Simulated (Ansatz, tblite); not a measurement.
**[(RSn)12O14(OH)6]2+, R = Cl (Cl12H6O20Sn12 (+2)): one state, many levels**

An exercise on one series of results from a longer session: the logs are not shown, and one member is left open.

Method: as each input shows; program: Ansatz 0.2.0, Gaussian basis.

The runs, in order: GFN1-xTB, GFN2-xTB, PBE-D4/def2-SVP, r2SCAN-D4/def2-SVP, BLYP-D4/def2-SVP, PBE0-D4/def2-TZVP, PBE-D4/def2-TZVP, MP2/def2-SVP.

2 further runs of the same task are left out: 1 that didn't finish, 1 set aside as unsound or not needed.

## The geometry

The singlet was relaxed beforehand with r2SCAN-D4/def2-SVP.

50 atoms, charge 2, spin multiplicity 1.

Bond lengths: Sn1–O13 2.107 Å, Sn1–O14 2.111 Å, Sn1–O15 2.111 Å, Sn1–O27 2.111 Å, Sn1–O28 2.111 Å, Sn1–Cl33 2.315 Å, Sn2–O13 2.107 Å, Sn2–O16 2.111 Å, Sn2–O17 2.111 Å, Sn2–O27 2.111 Å, Sn2–O29 2.111 Å, Sn2–Cl34 2.315 Å, Sn3–O13 2.107 Å, Sn3–O18 2.110 Å, Sn3–O19 2.111 Å, Sn3–O28 2.111 Å, Sn3–O29 2.111 Å, Sn3–Cl35 2.315 Å and more. Angles: O13–Sn1–O14 88.3°, O13–Sn1–O15 88.3°, O13–Sn1–O27 74.9°, O13–Sn1–O28 74.9°, O13–Sn1–Cl33 169.1°, O14–Sn1–O15 76.2°, O14–Sn1–O27 159.1°, O14–Sn1–O28 90.6°, O14–Sn1–Cl33 100.2°, O15–Sn1–O27 90.6°, O15–Sn1–O28 159.0°, O15–Sn1–Cl33 100.2°, O27–Sn1–O28 96.9°, O27–Sn1–Cl33 98.0°, O28–Sn1–Cl33 98.1°, O13–Sn2–O16 88.3°, O13–Sn2–O17 88.3°, O13–Sn2–O27 74.9° and more.

Sn takes a core potential in the def2 sets. No spin-orbit coupling is included. The ion is computed in the gas phase, without counter-ions or solvent.

PBE0-D4/def2-SVP was run before; its log isn't repeated, and its numbers join the tables.

Set-up of the first run:

Tight binding, by tblite at 300 K electronic temperature and without a spin-polarisation term:

```python
tblite.interface.Calculator('GFN1-xTB', numbers, positions, charge=2, uhf=0).singlepoint()
```

Tight binding, by tblite at 300 K electronic temperature and without a spin-polarisation term:

```python
tblite.interface.Calculator('GFN2-xTB', numbers, positions, charge=2, uhf=0).singlepoint()
```

start.molden holds the orbitals of an earlier run on this state, given as this run's starting guess.

in.yaml reads:

```yaml
crystal:
  periodic: [false, false, false]
  atoms:
    - {symbol: Sn, position_ang: [0.176471, 1.847122, 2.883030]}
    - {symbol: Sn, position_ang: [1.848502, 2.881989, 0.176838]}
    - {symbol: Sn, position_ang: [2.882620, 0.175206, 1.848390]}
    - {symbol: Sn, position_ang: [0.227822, 1.954059, -2.560766]}
    - {symbol: Sn, position_ang: [1.953500, -2.561508, 0.227063]}
    - {symbol: Sn, position_ang: [-2.561314, 0.227738, 1.953496]}
    - {symbol: Sn, position_ang: [-0.227738, -1.953988, 2.560742]}
    - {symbol: Sn, position_ang: [-1.953453, 2.561571, -0.227133]}
    - {symbol: Sn, position_ang: [2.561315, -0.227746, -1.953645]}
    - {symbol: Sn, position_ang: [-0.176458, -1.847146, -2.883081]}
    - {symbol: Sn, position_ang: [-1.848403, -2.881956, -0.176846]}
    - {symbol: Sn, position_ang: [-2.882563, -0.175176, -1.848439]}
    - {symbol: O, position_ang: [1.149014, 1.148142, 1.149023]}
    - {symbol: O, position_ang: [-0.772499, -0.032016, 3.033502]}
    - {symbol: O, position_ang: [-1.577679, 2.075850, 1.731719]}
    - {symbol: O, position_ang: [-0.031059, 3.033212, -0.771667]}
    - {symbol: O, position_ang: [2.076411, 1.731316, -1.577776]}
    - {symbol: O, position_ang: [1.731656, -1.579091, 2.076125]}
    - {symbol: O, position_ang: [3.033302, -0.772773, -0.031481]}
    - {symbol: O, position_ang: [-1.731550, 1.579124, -2.076165]}
    - {symbol: O, position_ang: [0.772489, 0.032052, -3.033552]}
    - {symbol: O, position_ang: [0.031152, -3.033126, 0.771632]}
    - {symbol: O, position_ang: [1.577707, -2.075852, -1.731830]}
    - {symbol: O, position_ang: [-2.076343, -1.731300, 1.577735]}
    - {symbol: O, position_ang: [-3.033303, 0.772833, 0.031359]}
    - {symbol: O, position_ang: [-1.148952, -1.148111, -1.149088]}
    - {symbol: O, position_ang: [1.012380, 3.568154, 1.990118]}
    - {symbol: O, position_ang: [1.989194, 1.010367, 3.569344]}
    - {symbol: O, position_ang: [3.569300, 1.988466, 1.012430]}
    - {symbol: O, position_ang: [-1.012439, -3.568144, -1.990167]}
    - {symbol: O, position_ang: [-1.989239, -1.010442, -3.569420]}
    - {symbol: O, position_ang: [-3.569224, -1.988399, -1.012387]}
    - {symbol: Cl, position_ang: [-0.507766, 2.813930, 4.871586]}
    - {symbol: Cl, position_ang: [2.815312, 4.870542, -0.507223]}
    - {symbol: Cl, position_ang: [4.871169, -0.508752, 2.815364]}
    - {symbol: Cl, position_ang: [0.377211, 3.324817, -4.384816]}
    - {symbol: Cl, position_ang: [3.323709, -4.386079, 0.374694]}
    - {symbol: Cl, position_ang: [-4.386023, 0.377252, 3.323330]}
    - {symbol: Cl, position_ang: [-0.376924, -3.324505, 4.384992]}
    - {symbol: Cl, position_ang: [-3.323787, 4.386051, -0.374777]}
    - {symbol: Cl, position_ang: [4.385896, -0.377399, -3.323634]}
    - {symbol: Cl, position_ang: [0.507667, -2.814022, -4.871641]}
    - {symbol: Cl, position_ang: [-2.815157, -4.870437, 0.507465]}
    - {symbol: Cl, position_ang: [-4.871163, 0.508665, -2.815396]}
    - {symbol: H, position_ang: [1.025113, 4.473736, 2.344387]}
    - {symbol: H, position_ang: [2.343082, 1.022857, 4.475082]}
    - {symbol: H, position_ang: [4.474995, 2.342441, 1.025315]}
    - {symbol: H, position_ang: [-1.025246, -4.473742, -2.344394]}
    - {symbol: H, position_ang: [-2.343663, -1.023799, -4.474942]}
    - {symbol: H, position_ang: [-4.475081, -2.341972, -1.024486]}
basis:
  gaussian: {orbitals: def2-SVP, fitting: {mean_field: def2-universal-jkfit}, initial_orbitals: start.molden}
total_charge: 2
hamiltonian: {xc: pbe, dispersion: d4}
scf: {omitted_lower_state_checks: [starts]}
output: {orbitals: {seedname: orbitals}}
```

The run is started by

```
> ansatz run in.yaml --threads 11 --pin off --events-out ev --progress --plain --max-ram 174080MiB --backend cuda --devices 0, --max-vram 75GiB
```

Among the steps run: PBE-D4/def2-SVP; r2SCAN-D4/def2-SVP; BLYP-D4/def2-SVP; PBE0-D4/def2-TZVP; PBE-D4/def2-TZVP; MP2/def2-SVP.

One table of the session follows, with a row left open; its other results are not shown here.

| level | HOMO (eV) | LUMO (eV) | gap (eV) |
| --- | --- | --- | --- |
| PBE-D4/def2-SVP | -12.78 | -10.23 | 2.55 |
| PBE-D4/def2-TZVP | -12.89 | -10.29 | 2.60 |
| BLYP-D4/def2-SVP | ? | ? | ? |
| r2SCAN-D4/def2-SVP | -13.28 | -10.25 | 3.03 |
| PBE0-D4/def2-SVP | -14.32 | -9.59 | 4.73 |
| PBE0-D4/def2-TZVP | -14.36 | -9.57 | 4.78 |

Q: Estimate the row for BLYP-D4/def2-SVP from the others.

**Answer.** HOMO (eV): -12.52; LUMO (eV): -10.03; gap (eV): 2.48. In the column «HOMO (eV)» it is the highest.
